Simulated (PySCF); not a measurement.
# C5H3NO2: the cost of one run

Programs: PySCF 2.14.0, with routines of our own; each step states its level. All values are computed. Atoms count from 0.

### 1 The starting structure

11 atoms, charge -1, multiplicity 2; geometry from: GFN2-xTB.

### 2 Open-shell or spin-flip excitations: unrestricted TDDFT PBE0/def2-SVPD in dichloromethane

The job: settings as JSON, then the geometry in Å.

```
{"job": {"kind": "uabs", "xc": "PBE0", "basis": "def2-SVPD", "nstates": 10, "tda": false, "solvent": "dichloromethane", "pol": false}, "charge": -1, "multiplicity": 2}
N     -0.886944     2.445559    -0.754426
C     -0.688199     1.348217    -0.448308
C     -0.528201     0.009780    -0.088648
C     -1.716202    -0.782522    -0.079892
O     -1.807746    -1.977182     0.203843
C      0.728830    -0.524857     0.244628
C      1.922579     0.211436     0.250520
O      3.050628    -0.217611     0.537210
H     -2.634051    -0.219125    -0.366756
H      0.757055    -1.572620     0.510907
H      1.807677     1.281595    -0.035043
```

Method: unrestricted TDDFT PBE0/def2-SVPD, vertical, IEF-PCM dichloromethane (non-equilibrium linear response), core orbitals frozen in the response.

Command:

```
$ OMP_NUM_THREADS=1 python excited_run.py task.json out
```

This one command runs all jobs of the session in turn.

Q: Estimate the wall time and peak memory of this first job on 1 thread of AMD EPYC, shared host.

About 1.8 min, with a peak of 0.67 GiB.
